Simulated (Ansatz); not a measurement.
# MgI2: the cost of one run

Computed with Ansatz 0.2.0, driven from Python. The levels of theory stand in the script.

The COD entry's cell or inner coordinates are ideal or old and differ from later refinements, so a difference from it is no clean test against experiment.

### 1 Starting point

The structure is trigonal, space group P-3m1 (No. 164). The conventional cell has a = 4.140 Å, b = 4.140 Å, c = 6.880 Å, α = 90.00°, β = 90.00°, γ = 120.00°. Around Mg (site symmetry -3m) lie 6 I at 2.94 Å. Around I (site symmetry 3m) lie 3 Mg at 2.94 Å.

No structure file is read: the coordinates are typed or built in the script.

### 2 The code

Input file mgi2.py:

```python
"""What spin-orbit coupling does to the bands of MgI2."""

import ansatz

XC = "pbe"
KMESH = (6, 6, 4)
OCCUPATIONS = "fixed"

cell = (
    ansatz.Lattice.of([4.14, 0.0, 0.0], [-2.07, 3.58535, 0.0], [0.0, 0.0, 6.88])
    .atom("Mg", [0.0, 0.0, 0.0])
    .atom("I", [1 / 3, 2 / 3, 0.25])
    .atom("I", [2 / 3, 1 / 3, 0.75])
)

calc = (
    cell.calculation()
    .functional(XC)
    .kpoints(*KMESH, center="gamma")  # sampling of the Brillouin zone
    .occupations(OCCUPATIONS)  # no smearing
    .band_table()  # levels at the mesh points
)
for label, variant in (("scalar-relativistic", calc), ("spin-orbit", calc.spin(soc=True))):
    r = variant.run(threads=1, backend="cpu").report
    zero = r["band_edges_ev"][0] if r.get("band_edges_ev") else r["fermi_energy_ev"]
    near = [round(e - zero, 3) for e in r["eigenvalues_ev"][0] if abs(e - zero) < 4]
    print(label)
    print("  band edges (eV):", [round(e, 3) for e in r.get("band_edges_ev") or []] or "none reported")
    print("  levels at k =", r["kpoints_frac"][0], "within 4 eV of the zero:", near)
```

### 3 Running it

Started as:

```
python mgi2.py
```

**Question.** How long does this script take on 1 thread of Arm Neoverse V1, shared host, and how much memory does it need?

About 28 s, with a peak of 0.63 GiB.
